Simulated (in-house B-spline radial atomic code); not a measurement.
# Nb²⁺: symmetry-violating constants of one valence electron

Aim: for Nb²⁺, one electron outside the core [Kr] 5s2, the dipole amplitudes that the weak charge of the nucleus induces, the enhancement of an electron EDM and the field-shift constants, at three levels.

Method: Dirac-Hartree-Fock, RPA and Brueckner orbitals, sums over states, B-spline basis. Code: an in-house B-spline radial atomic code, version 1.

## 1. What is computed

```
element     : niobium (Z = 41)
charge      : +2
closed core : [Kr] 5s2
nucleus     : mass number 93, rms radius 4.324 fm
note        : not the ground configuration
```

## 2. The run and its levels

Settings of the run, as the program recorded them:

```ini
basis_form = 2
Z = 41
core_configuration = [Kr] 5s2
rms_radius = 4.324
mass_number = 93
speed_of_light = 137.035999084
box_radius = 23.333
lmax = 6
intervals = 65
virtual_cutoff = 3362.0
```

Started as:

```bash
> python run_mb.py task.json out
```

Further steps of the session: Parity-violating amplitudes; Electron EDM and scalar-pseudoscalar coupling; Response to the nuclear radius.

Before running it: what results should come out? Wanted: E1; EDM enhancement, 6s1/2; atomic EDM per C_SP and nucleon, 6s1/2; field shift, 6s1/2.

The runs gave:

```
                               quantity                    value
E1 (7s1/2 – 6s1/2) per unit weak charge  0.002724 × 10⁻¹¹ e bohr
                 EDM enhancement, 6s1/2                    99.82
 atomic EDM per C_SP and nucleon, 6s1/2     -0.4950 × 10⁻²⁰ e cm
                     field shift, 6s1/2           0.8496 GHz/fm²
```

**Reading.** The 7s1/2 – 6s1/2 amplitude changes by +7.8 % from DHF to RPA and by +3.2 % more on Brueckner orbitals. The EDM enhancement of 6s1/2 is 99.8, so in that state the EDM exceeds the electron's own. It is not the lowest valence state computed (4d3/2). These effects come from s and p1/2 electrons at the nucleus and grow steeply with Z. 5p3/2 has no density at the nucleus, so its DHF field shift is near zero; the RPA value, -0.992 GHz/fm², comes from the core's response and has the opposite sign to that of the s states. Breit, QED, the neutron skin and higher orders are left out.
